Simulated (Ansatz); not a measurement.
# SiGeH2 (triplet): wave-function methods side by side at a displaced geometry (v2), cc-pVDZ

Aim: climb from Hartree-Fock through coupled cluster and multireference methods for SiGeH2 (triplet) at one geometry and basis, and see what each rung misses.

Computed with Ansatz 0.2.0, Gaussian basis. Level: cc-pVDZ, core rule «outside noble gas», up to 19 orbitals frozen.

The runs, in order: UHF; CCSD(T) on ROHF; CCSD(T) on UHF; BCCD(T) on ROHF; CISD; CCSDT(Q) on ROHF; CCSDT(Q) on UHF; CASSCF and MRCISD+Q, 10 electrons in 10 orbitals; CASSCF and NEVPT2, 10 electrons in 10 orbitals.

23 further runs of the same task are left out: 7 that didn't finish, 16 set aside as unsound or not needed.

### Step 1. The geometry

The geometry is a PBE0/def2-TZVP stationary point (not a proven minimum) with its atoms shifted at random (size 0.100 Å). No spin-orbit coupling is included. The filled d shell of Ge may be among the frozen orbitals whatever the setting's name suggests; the logs give the count.

4 atoms, charge 0, spin multiplicity 3.

Atoms are counted from 1 here; the program's logs count them from 0.

Bond lengths: Si1–Ge2 2.323 Å, Ge2–H3 1.532 Å, Ge2–H4 1.624 Å. Angles: Si1–Ge2–H3 128.1°, Si1–Ge2–H4 124.2°, H3–Ge2–H4 106.1°.

Coordinates:

```
Si    0.11749   -0.00491    1.70193
Ge   -0.04739    0.00347   -0.61488
H     0.02923    1.20405   -1.56416
H     0.11234   -1.31723   -1.54595
```

### Step 2. UHF

in.yaml reads:

```yaml
crystal:
  periodic: [false, false, false]
  atoms:
    - {symbol: Si, position_ang: [0.117485, -0.004906, 1.701934]}
    - {symbol: Ge, position_ang: [-0.047389, 0.003467, -0.614880]}
    - {symbol: H, position_ang: [0.029232, 1.204049, -1.564163]}
    - {symbol: H, position_ang: [0.112340, -1.317231, -1.545949]}
basis:
  gaussian: {orbitals: cc-pVDZ}
magnetization: {spin_polarized: true, initial_magnetization: 2}
hamiltonian: {xc: hf}
output: {orbitals: {seedname: orbitals}}
```

On the command line:

```sh
$ ansatz run in.yaml --threads 1 --pin off --events-out ev --progress --plain --max-ram 2393MiB
```

The runs that follow: CCSD(T) on ROHF; CCSD(T) on UHF; BCCD(T) on ROHF; CISD; CCSDT(Q) on ROHF; CCSDT(Q) on UHF; CASSCF and MRCISD+Q, 10 electrons in 10 orbitals; CASSCF and NEVPT2, 10 electrons in 10 orbitals.

Before running them: what should the planned runs give, taken together? Wanted: UCCSDT(Q) below the RHF energy; RMP2 from UCCSDT(Q); UMP2 from UCCSDT(Q); RCCSD from UCCSDT(Q); RCCSD(T) from UCCSDT(Q); UCCSD(T) from UCCSDT(Q); RCCSDT(Q) from UCCSDT(Q); NEVPT2 valence from UCCSDT(Q); MRCISD+Q valence from UCCSDT(Q).

As calculated:

| quantity | value |
| --- | --- |
| UCCSDT(Q) below the RHF energy | -5.3298 eV |
| RMP2 from UCCSDT(Q) | +1227.5 meV |
| UMP2 from UCCSDT(Q) | +1282.0 meV |
| RCCSD from UCCSDT(Q) | +223.8 meV |
| RCCSD(T) from UCCSDT(Q) | +51.5 meV |
| UCCSD(T) from UCCSDT(Q) | +51.6 meV |
| RCCSDT(Q) from UCCSDT(Q) | +1.7 meV |
| NEVPT2 valence from UCCSDT(Q) | +927.4 meV |
| MRCISD+Q valence from UCCSDT(Q) | +21.6 meV |
| levels within 1 kcal/mol (43 meV) | RCCSDT, UCCSDT, RCCSDT(Q), MRCISD+Q valence |
| T1 diagnostic | 0.023 |
| effectively unpaired electrons | 2.05 |

**Reading.** RCCSD(T) lands +51.5 meV from the yardstick (1.0 % of the correlation energy). One determinant dominates. Of the multireference levels listed MRCISD+Q valence comes nearest in total energy (+21.6 meV), which doesn't show that its space is the better one. These misses are within one basis, not against nature; the frozen cores of restricted and unrestricted runs differ, which can shift their rows.
